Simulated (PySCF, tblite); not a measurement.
**C5H7BN2O2: geometry, infrared bands and NMR shifts**

Aim: predict the infrared bands and NMR shifts of C5H7BN2O2 (`C[C@@H](CC#N)OB(O)C#N`).

Programs: tblite 0.8.0 and PySCF 2.14.0, with density-fitted response routines of our own. Each step states its level of theory. These are calculated values for one molecule in the gas phase, unless marked as measured. Atoms count from 0, in the outputs and in this text.

## Step 1: The molecule as given

17 atoms, charge 0, multiplicity 1; geometry from: force field or distance geometry start.

Bonds of the start (Å): C0–C1 1.49, C1–C2 1.52, C2–C3 1.45, C3–N4 1.17, C1–O5 1.39, O5–B6 1.48, B6–O7 1.48, B6–C8 1.55, C8–N9 1.16, C0–H10 1.12, C0–H11 1.12, C0–H12 1.13, C1–H13 1.11, C2–H14 1.11, C2–H15 1.10, O7–H16 0.99.

## Step 2: Geometry optimisation with GFN2-xTB

The job: settings as JSON, then the geometry in Å.

```
{"job": {"kind": "relax", "xc": "GFN2-xTB", "basis": "xTB"}, "charge": 0, "multiplicity": 1}
C     -1.174700     1.129300     0.796400
C     -0.258200     0.165800     0.115500
C     -1.000900    -0.969200    -0.574600
C     -1.801300    -1.684900     0.395600
N     -2.433600    -2.279300     1.173800
O      0.380200     0.858700    -0.902000
B      1.857300     0.796400    -0.771500
O      2.528900     0.143900    -1.911200
C      2.383700     0.540800     0.668500
N      2.759000     0.342900     1.746400
H     -1.944600     1.446500     0.051600
H     -0.632000     2.058300     1.100100
H     -1.649100     0.715700     1.735100
H      0.524900    -0.266600     0.775500
H     -0.196500    -1.613800    -0.990000
H     -1.586100    -0.574100    -1.414600
H      2.235900    -0.798300    -2.004500
```

The run is started by

```bash
$ OMP_NUM_THREADS=1 python probes_run.py task.json out
```

One launch serves the whole session: the jobs run in the order shown.

**Question.** This job is followed by: GFN2-xTB harmonic vibrations, gas phase; GIAO PBE0/pcSseg-1 NMR shielding, non-relativistic, gas phase. What will the session give for the following? strongest single infrared mode (GFN2-xTB); zero-point energy (GFN2-xTB); 13C shifts against TMS (PBE0/pcSseg-1); 1H shifts against TMS (PBE0/pcSseg-1, means over atoms taken as alike); 15N shifts against NH3 (PBE0/pcSseg-1); 17O shifts against H2O (PBE0/pcSseg-1); 11B shifts against BF3·OEt2 (PBE0/pcSseg-1); surface potential, 1st and 99th percentile.

**Answer**, as computed:

| quantity | value |
| --- | --- |
| strongest single infrared mode (GFN2-xTB) | 1292 cm⁻¹, 512 km/mol |
| zero-point energy (GFN2-xTB) | 76.6 kcal/mol |
| 13C shifts against TMS (PBE0/pcSseg-1) | 123.0, 121.0, 74.7, 26.8, 25.4 ppm |
| 1H shifts against TMS (PBE0/pcSseg-1, means over atoms taken as alike) | 4.84, 4.65, 2.62, 2.41, 1.59 ppm |
| 15N shifts against NH3 (PBE0/pcSseg-1) | 353.2, 306.4 ppm |
| 17O shifts against H2O (PBE0/pcSseg-1) | 169.6, 131.7 ppm |
| 11B shifts against BF3·OEt2 (PBE0/pcSseg-1) | 15.4 ppm |
| surface potential, 1st and 99th percentile | -1.59 V and 2.75 V |

Over 101 steps the energy fell by 2.018 eV; of the close pairs, B6–O7 changed most, 1.475 to 1.341 Å. All 45 modes are real, so the xTB geometry is a minimum. The strongest single mode, at 1292 cm⁻¹, moves mainly B6. Unscaled tight-binding wavenumbers are off by several per cent, some by more. Its intensities can rank the bands wrongly. The most deshielded hydrogen is H13 (hydrogen on an sp3 CH bonded to O), at 4.84 ppm: its carbon carries O, an electronegative neighbour. At PBE0/pcSseg-1: The widest tensor belongs to N9: span 578 ppm, with a paramagnetic part of -424 ppm. By nearest atom (PBE0/pcSseg-1), the HOMO sits on O5 27 %; N4 18 % and the LUMO on B6 31 %; N9 27 %.
